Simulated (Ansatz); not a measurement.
# C3H5BClF: a ladder of functionals and wavefunction methods

The task here is to estimate one member of a computed series from the others.

Program: Ansatz 0.2.0, Gaussian basis. Level of theory: functionals in def2-TZVPP, the program's frozen cores in correlated methods. These are calculated values, not measurements.

Levels to be run: PBE-D4, r2SCAN-D4, PBE0-D4, B3LYP-D4, ωB97X-V, ωB97M-V, B2PLYP; CCSD(T)/def2-TZVPP; MP2/def2-QZVPP; extrapolation to the limit.

## Structure used throughout

All runs share one geometry, relaxed beforehand with PBE0-D4 in a triple-zeta def2 set.

SMILES `CC1(Cl)CB1F`, 11 atoms, charge 0, spin multiplicity 1.

Atoms are counted from 1 here; the program's logs count them from 0.

Bond lengths: C1–C2 1.498 Å, C1–H7 1.091 Å, C1–H8 1.094 Å, C1–H9 1.093 Å, C2–Cl3 1.779 Å, C2–C4 1.574 Å, C2–B5 1.522 Å, C4–B5 1.514 Å, C4–H10 1.087 Å, C4–H11 1.088 Å, B5–F6 1.305 Å. Angles: C2–C1–H7 110.9°, C2–C1–H8 110.8°, C2–C1–H9 110.1°, H7–C1–H8 108.6°, H7–C1–H9 107.9°, H8–C1–H9 108.4°, C1–C2–Cl3 113.2°, C1–C2–C4 118.7°, C1–C2–B5 129.1°, Cl3–C2–C4 113.4°, Cl3–C2–B5 112.5°, C4–C2–B5 58.5°, C2–C4–B5 59.0°, C2–C4–H10 118.3°, C2–C4–H11 112.8°, B5–C4–H10 121.6°, B5–C4–H11 120.7°, H10–C4–H11 113.0° and more.

The first run:

Input file in.yaml:

```yaml
crystal:
  periodic: [false, false, false]
  atoms:
    - {symbol: C, position_ang: [-0.137824, -1.399854, -0.248367]}
    - {symbol: C, position_ang: [0.209189, 0.050141, -0.390534]}
    - {symbol: Cl, position_ang: [1.561401, 0.339677, -1.509460]}
    - {symbol: C, position_ang: [0.268635, 0.942897, 0.904326]}
    - {symbol: B, position_ang: [-0.683340, 1.272486, -0.225669]}
    - {symbol: F, position_ang: [-1.541315, 2.098314, -0.759721]}
    - {symbol: H, position_ang: [-0.434862, -1.824348, -1.208892]}
    - {symbol: H, position_ang: [0.714366, -1.967287, 0.135910]}
    - {symbol: H, position_ang: [-0.973400, -1.520645, 0.446180]}
    - {symbol: H, position_ang: [1.164841, 1.530569, 1.084662]}
    - {symbol: H, position_ang: [-0.082293, 0.421051, 1.792066]}
basis:
  gaussian: {orbitals: def2-TZVPP}
hamiltonian: {xc: pbe, dispersion: d4}
output: {forces: true, orbitals: {seedname: orbitals}}
```

On the command line:

```sh
$ ansatz run in.yaml --threads 4 --pin off --events-out ev --progress --plain --max-ram 10444MiB
```

Among the steps run: PBE-D4 (GGA); r2SCAN-D4 (meta-GGA); PBE0-D4 (hybrid); B3LYP-D4 (hybrid); ωB97X-V (range-separated); ωB97M-V (range-separated); B2PLYP (double hybrid); CCSD(T) in def2-TZVPP; MP2 in def2-QZVPP.

One table of the session follows, with a row left open; its other results are not shown here.

```
            method  atomisation energy (kJ/mol)
            PBE-D4                       4569.0
         r2SCAN-D4                       4464.8
           PBE0-D4                       4485.1
          B3LYP-D4                       4419.6
           ωB97X-V                       4435.6
           ωB97M-V                       4449.4
            B2PLYP                            ?
     HF/def2-TZVPP                       3284.7
    MP2/def2-TZVPP                       4426.5
   CCSD/def2-TZVPP                       4230.8
CCSD(T)/def2-TZVPP                       4303.3
           MP2/CBS                       4532.3
       CCSD(T)/CBS                       4409.1
```

**Question.** Estimate the row for B2PLYP.

The run gave: atomisation energy (kJ/mol): 4381.9. In the column «atomisation energy (kJ/mol)» it lies between CCSD(T)/def2-TZVPP (4303.3) and CCSD(T)/CBS (4409.1).

Caveats from the session: Free atoms (3 C, 1 Cl, 1 B, 1 F, 5 H) were run apart at each level; the atomisation energy is their sum less the molecule, without zero-point or spin-orbit terms.
